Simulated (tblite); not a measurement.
# GaH17HfN8O4Si2: the cost of one run

Computed with tblite 0.8.0 and PySCF 2.14.0; each step states its level. No surroundings beyond the atoms listed, unless a continuum is named. Atoms count from 0, parts from 1.

1 further run of the same task is left out (for a known fault of the program).

## (1) Starting point

33 atoms, charge 0, multiplicity 1; geometry: distance geometry start.

## (2) Geometry optimisation with GFN2-xTB

The job: settings as JSON, then the geometry in Å.

```
{"job": {"kind": "relax", "xc": "GFN2-xTB", "basis": "xTB"}, "charge": 0, "multiplicity": 1}
N     -3.814544    -1.064875    -0.703294
Si    -2.474506    -1.738496    -1.750659
N     -2.482971    -0.858190    -3.336622
N     -2.749107    -3.505496    -2.054643
O     -0.906549    -1.501601    -0.956292
Ga    -0.083048     0.138848    -0.629182
N     -1.236496     1.587971    -1.255562
O      0.250794     0.350803     1.197607
Hf     2.114743    -0.028468     1.993680
N      1.965368    -1.500866     3.499231
N      2.921769     1.749784     2.825379
O      3.353980    -0.733714     0.470567
Si     2.760543    -1.010289    -1.179789
N      2.018685    -2.688696    -1.251554
N      4.139428    -0.917734    -2.357092
O      1.544890     0.180908    -1.573348
H     -4.115528    -0.122927    -0.919993
H     -3.770842    -1.330806     0.267841
H     -1.885079    -1.259201    -4.090797
H     -2.454992     0.182936    -3.283164
H     -2.516677    -3.848613    -2.995116
H     -2.548087    -4.129262    -1.269356
H     -2.187873     1.323395    -1.502992
H     -1.150981     2.454316    -0.775785
H      2.843902    -1.863889     3.862547
H      1.251766    -1.347858     4.202864
H      3.680906     2.183767     2.279905
H      2.269575     2.388116     3.255095
H      1.897736    -3.062359    -2.195239
H      1.250803    -2.865305    -0.575521
H      4.845484    -1.650761    -2.272930
H      4.497083     0.007903    -2.531120
H      1.883471     1.101668    -1.804059
```

Level: GFN2-xTB geometry optimisation, gas phase.

On the command line:

```console
$ OMP_NUM_THREADS=1 python cluster_run.py task.json out
```

This one command runs all jobs of the session in turn.

Q: Estimate the wall time of this first job on 1 thread of Intel Xeon Platinum 8488C, shared host.

About 67 s.
